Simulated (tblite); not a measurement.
# C2H11Ge2N: the cost of one run

The runs use tblite 0.8.0 and PySCF 2.14.0, with density-fitted response routines of our own; the level of theory stands in each step. All values are computed, except where a source is named. Atoms are numbered from 0 throughout.

**1. The starting structure**

16 atoms, charge 0, multiplicity 1; geometry from: force field or distance geometry start.

Bonds of the start (Å): C0–C1 1.53, C1–Ge2 1.95, C1–N3 1.47, N3–Ge4 1.86, C0–H5 1.12, C0–H6 1.10, C0–H7 1.11, C1–H8 1.12, Ge2–H9 1.56, Ge2–H10 1.55, Ge2–H11 1.56, N3–H12 1.04, Ge4–H13 1.55, Ge4–H14 1.54, Ge4–H15 1.55.

**2. Optimising the geometry with GFN2-xTB**

What the job is given:

```
{"job": {"kind": "relax", "xc": "GFN2-xTB", "basis": "xTB"}, "charge": 0, "multiplicity": 1}
C     -0.958500    -0.564800     1.702700
C     -0.128400    -0.397400     0.433100
Ge    -1.287600    -0.457800    -1.129000
N      0.625400     0.865400     0.511200
Ge     2.077900     0.844800    -0.658000
H     -1.704600     0.268600     1.786300
H     -0.310700    -0.552400     2.596400
H     -1.509700    -1.522700     1.681200
H      0.579100    -1.270300     0.395500
H     -2.221600     0.791500    -1.126500
H     -0.454900    -0.482200    -2.432300
H     -2.171300    -1.738300    -1.075400
H     -0.002200     1.656900     0.267000
H      3.007600     2.048800    -0.351800
H      2.879500    -0.460200    -0.499200
H      1.572300     0.979000    -2.112400
```

Run with:

```
$ OMP_NUM_THREADS=1 python probes_run.py task.json out
```

One launch serves the whole session: the jobs run in the order shown.

Q: Estimate the wall time and peak memory of this first job on 1 thread of Arm Neoverse N1, shared host.

About 1.1 s, with a peak of 0.18 GiB.
